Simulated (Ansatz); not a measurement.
**C2H4FNSi: up Jacob's ladder to CCSD(T)**

One table from this session's results is given with a row withheld; the runs are named, their logs left out.

Method: functionals in def2-TZVPP, the program's frozen cores in correlated methods; program: Ansatz 0.2.0, Gaussian basis.

The runs, in order: LDA (SPW92), PBE-D4, revPBE-D4, BLYP-D4, r2SCAN-D4, B97M-V, PBE0-D4, B3LYP-D4, r2SCANh-D4, r2SCAN0-D4, HSE06-D4, BHLYP-D4, CAM-B3LYP-D4, LC-ωPBE, ωB97X-V, ωB97M-V, B2PLYP, PBE-QIDH; CCSD(T)/def2-SVP; CCSD(T)/def2-TZVPP; MP2/def2-QZVPP; extrapolation to the limit; RPA on PBE.

**Structure used throughout**

The geometry comes from an earlier relaxation with PBE0-D4 in a triple-zeta def2 set; it is a stationary point, not always the lowest conformer.

SMILES `N#C[SiH2]CF`, 9 atoms, charge 0, spin multiplicity 1.

Atoms are counted from 1 here; the program's logs count them from 0.

Bond lengths: N1–C2 1.152 Å, C2–Si3 1.851 Å, Si3–C4 1.890 Å, Si3–H6 1.479 Å, Si3–H7 1.479 Å, C4–F5 1.388 Å, C4–H8 1.094 Å, C4–H9 1.094 Å. Angles: N1–C2–Si3 177.9°, C2–Si3–C4 106.0°, C2–Si3–H6 107.7°, C2–Si3–H7 107.7°, C4–Si3–H6 111.8°, C4–Si3–H7 111.8°, H6–Si3–H7 111.5°, Si3–C4–F5 108.9°, Si3–C4–H8 111.2°, Si3–C4–H9 111.2°, F5–C4–H8 108.7°, F5–C4–H9 108.7°, H8–C4–H9 108.0°.

Set-up of the first run:

File in.yaml:

```yaml
crystal:
  periodic: [false, false, false]
  atoms:
    - {symbol: N, position_ang: [-2.207822, -1.181199, 1.563203]}
    - {symbol: C, position_ang: [-1.521091, -0.447473, 1.000267]}
    - {symbol: Si, position_ang: [-0.376966, 0.680768, 0.081886]}
    - {symbol: C, position_ang: [1.044011, -0.404496, -0.530751]}
    - {symbol: F, position_ang: [1.944643, 0.387060, -1.229960]}
    - {symbol: H, position_ang: [-1.135812, 1.276703, -1.038815]}
    - {symbol: H, position_ang: [0.091466, 1.715661, 1.028725]}
    - {symbol: H, position_ang: [0.681331, -1.194388, -1.195842]}
    - {symbol: H, position_ang: [1.568741, -0.879035, 0.304286]}
basis:
  gaussian: {orbitals: def2-TZVPP}
hamiltonian: {xc: lda}
output: {orbitals: {seedname: orbitals}}
```

Command:

```sh
$ ansatz run in.yaml --threads 2 --pin off --events-out ev --progress --plain --max-ram 4352MiB
```

Among the steps run: LDA; PBE-D4 (GGA); revPBE-D4 (GGA); BLYP-D4 (GGA); r2SCAN-D4 (meta-GGA); B97M-V (meta-GGA); PBE0-D4 (hybrid); B3LYP-D4 (hybrid); r2SCANh-D4 (hybrid); r2SCAN0-D4 (hybrid); HSE06-D4 (hybrid); BHLYP-D4 (hybrid); CAM-B3LYP-D4 (range-separated); LC-ωPBE (range-separated); ωB97X-V (range-separated); ωB97M-V (range-separated); B2PLYP (double hybrid); PBE-QIDH (double hybrid).

One table of the session follows, with a row left open; its other results are not shown here.

It belongs to the step «Frontier levels by functional». 

| functional | HOMO (eV) | gap (eV) |
| --- | --- | --- |
| LDA (SPW92) | -7.96 | 5.91 |
| PBE-D4 | -7.80 | 6.00 |
| revPBE-D4 | -7.74 | 6.03 |
| BLYP-D4 | -7.71 | 6.04 |
| r2SCAN-D4 | -8.13 | 6.53 |
| B97M-V | -8.24 | 6.64 |
| PBE0-D4 | -9.31 | 8.47 |
| B3LYP-D4 | -9.09 | 8.01 |
| r2SCANh-D4 | -8.70 | 7.45 |
| r2SCAN0-D4 | -9.53 | 8.81 |
| HSE06-D4 | ? | ? |
| BHLYP-D4 | -10.71 | 10.87 |
| CAM-B3LYP-D4 | -10.74 | 11.00 |
| LC-ωPBE | -12.07 | 13.52 |
| ωB97X-V | -11.71 | 13.06 |
| ωB97M-V | -11.59 | 12.73 |

**Question.** Estimate the row for HSE06-D4.

**Answer.** HOMO (eV): -8.90; gap (eV): 7.68. In the column «HOMO (eV)» it lies between B3LYP-D4 (-9.09) and r2SCANh-D4 (-8.70).
